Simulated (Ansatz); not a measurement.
# AlGeH₅O: single points off equilibrium

One table from this session's results is given with a row withheld; the runs are named, their logs left out.

Computed with Ansatz 0.2.0, Gaussian basis. Level: single points in def2-TZVPP.

Correlated methods freeze the cores. Filled d shells of the heavier atoms are correlated.

## The system as given

SMILES `[OH][AlH][GeH3]`, 8 atoms, charge 0, spin multiplicity 1.

Atoms are counted from 1 here; the program's logs count them from 0.

Bond lengths: O1–Al2 1.798 Å, O1–H4 0.945 Å, Al2–Ge3 2.404 Å, Al2–H5 1.596 Å, Ge3–H6 1.629 Å, Ge3–H7 1.413 Å, Ge3–H8 1.683 Å. Angles: Al2–O1–H4 166.9°, O1–Al2–Ge3 119.5°, O1–Al2–H5 111.0°, Ge3–Al2–H5 129.3°, Al2–Ge3–H6 123.9°, Al2–Ge3–H7 119.1°, Al2–Ge3–H8 108.2°, H6–Ge3–H7 103.7°, H6–Ge3–H8 98.0°, H7–Ge3–H8 99.2°.

As a file:

```
O    -1.7793    0.4300   -1.3315
Al   -0.0415    0.6601   -0.9313
Ge    0.8821   -0.4332    0.9998
H    -2.6614    0.4809   -1.6679
H     0.6972    1.5146   -2.0590
H     1.6341    0.3500    2.2147
H     1.6576   -1.6016    0.8232
H    -0.3870   -1.0864    1.8906
```

The first run:

run/in.yaml reads:

```yaml
crystal:
  periodic: [false, false, false]
  atoms:
    - {symbol: O, position_ang: [-1.779300, 0.430000, -1.331500]}
    - {symbol: Al, position_ang: [-0.041500, 0.660100, -0.931300]}
    - {symbol: Ge, position_ang: [0.882100, -0.433200, 0.999800]}
    - {symbol: H, position_ang: [-2.661400, 0.480900, -1.667900]}
    - {symbol: H, position_ang: [0.697200, 1.514600, -2.059000]}
    - {symbol: H, position_ang: [1.634100, 0.350000, 2.214700]}
    - {symbol: H, position_ang: [1.657600, -1.601600, 0.823200]}
    - {symbol: H, position_ang: [-0.387000, -1.086400, 1.890600]}
basis:
  gaussian: {orbitals: def2-TZVPP}
correlation: {method: ccsd_t}
output: {forces: true}
```

No record of the launch command was kept for these runs.

Among the steps run: CCSD(T)/def2-TZVPP; PBE0-D4/def2-TZVPP; wB97M-V/def2-TZVPP; r2SCAN-D4/def2-TZVPP; PBE-D4/def2-TZVPP; revPBE-D4/def2-TZVPP; B97M-V/def2-TZVPP.

One of the session's tables, all rows but one given; the rest of the session is left out.

```
   method  RMS force component (eV/Å)  angle to CCSD(T) forces (°)  dipole (D)
  CCSD(T)                       1.450                    reference        0.85
  PBE0-D4                       1.454                          1.9        0.80
  wB97M-V                       1.441                          1.9        0.91
r2SCAN-D4                       1.436                          2.3        0.82
   PBE-D4                       1.407                          7.3        0.79
revPBE-D4                           ?                            ?           ?
   B97M-V                       1.444                          3.1        0.79
```

**Question.** Estimate the row for revPBE-D4.

**Answer.** RMS force component (eV/Å): 1.394; angle to CCSD(T) forces (°): 7.4; dipole (D): 0.80. In the column «RMS force component (eV/Å)» it is the lowest.
